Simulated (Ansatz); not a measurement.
# SiO3: the cost of one run

Method: DFT PBE, scalar-relativistic, plane waves, PAW, in Ansatz 0.2.0.

2 further runs of the same task are left out: 2 set aside as unsound or not needed.

### Step 1. The starting structure

The structure is tetragonal, space group I4/mmm (No. 139). The conventional cell has a = 3.231 Å, b = 3.231 Å, c = 7.218 Å, α = 90.00°, β = 90.00°, γ = 90.00°. Around Si (site symmetry 4/mmm) lie 12 O at 2.29 to 2.42 Å. Around O (site symmetry 4/mmm) lie 4 Si at 2.29 Å and 8 O at 2.42 Å. Around O (site symmetry -4m2) lie 8 O at 2.29 to 2.42 Å and 4 Si at 2.42 Å.

Coordinates:

```cif
data_structure
_symmetry_space_group_name_H-M 'P 1'
_symmetry_Int_Tables_number 1
_cell_length_a 4.2717
_cell_length_b 4.2717
_cell_length_c 4.2717
_cell_angle_alpha 135.550
_cell_angle_beta 135.550
_cell_angle_gamma 64.676
_cell_volume 37.69
loop_
_atom_site_label
_atom_site_type_symbol
_atom_site_fract_x
_atom_site_fract_y
_atom_site_fract_z
_atom_site_occupancy
Si1 Si 0.00000 0.00000 0.00000 1
O1 O 0.50000 0.50000 0.00000 1
O2 O 0.25000 0.75000 0.50000 1
O3 O 0.75000 0.25000 0.50000 1
```

This is candidate A: TiAl3 (D0_22) type (I4/mmm, No. 139).

(A quick probe on a coarse mesh, which set the mesh and smearing, is not shown.)

### Step 3. Coarse relaxation (candidate A)

Input file input.yaml:

```yaml
crystal:
  lattice:
    - [-1.6157464345, 1.6157464345, 3.6091998276]
    - [1.6157464345, -1.6157464345, 3.6091998276]
    - [1.6157464345, 1.6157464345, -3.6091998276]
  atoms:
    - { symbol: Si, position: [0.0, 0.0, 0.0] }
    - { symbol: O, position: [0.5, 0.5, 0.0], spin: 0.54 }
    - { symbol: O, position: [0.25, 0.75, 0.5], spin: 0.87 }
    - { symbol: O, position: [0.75, 0.25, 0.5], spin: 0.87 }
basis:
  ecutwfc: 420
kpoints:
  mp_grid: { grid: [8, 8, 8] }
hamiltonian:
  xc: pbe
scf:
  occupations: { method: gaussian, width: 0.1 }
  lower_state_search: "off"
output:
  forces: true
  stress: true
  eigenvalues: true
  populations: true
magnetization:
  spin_polarized: true
relax:
  adjacent_minimum: "off"
  f_tol: 0.04
  max_steps: 70
  cell: { stress_tol: 0.4 }
```

Command:

```bash
$ ansatz run input.yaml --threads 1 --pin off --max-ram 2560MiB --backend cpu --events-out ev --progress --plain --runs-dir out
```

What time and memory should one allow on 1 thread of Intel Xeon 6975P-C (Granite Rapids), shared host?

About 58 s, with a peak of 0.44 GiB.
